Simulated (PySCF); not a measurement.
# AsH3 (arsine): the cost of one run

The runs use PySCF 2.14.0, with density-fitted response routines of our own; the level of theory stands in each step. All values are computed, except where a source is named. Atoms count from 0, in the outputs and in this text.

### 1 The molecule as given

4 atoms, charge 0, multiplicity 1; geometry from: GFN2-xTB. The atoms were then displaced at random by about 0.01 Å, so the start is not that level's minimum.

Bonds of the start (Å): As0–H1 1.52, As0–H2 1.52, As0–H3 1.50.

### 2 Optimising the geometry at PBE0-D3(BJ)/def2-SVP

What the job is given:

```
{"job": {"xc": "PBE0", "basis": "def2-SVP", "d3": "d3bj", "grid": 1, "shake": 0.01, "kind": "geom"}, "charge": 0, "multiplicity": 1}
As     0.026160    -0.019300     0.654580
H     -0.157530     1.198560    -0.235080
H     -0.984490    -0.737430    -0.222960
H      1.153850    -0.467210    -0.229540
```

Started as:

```
> OMP_NUM_THREADS=1 python probes_run.py task.json out
```

One launch serves the whole session: the jobs run in the order shown.

Q: Estimate the wall time and peak memory of this first job on 1 thread of Arm Neoverse V2, shared host.

About 2 s, with a peak of 0.26 GiB.
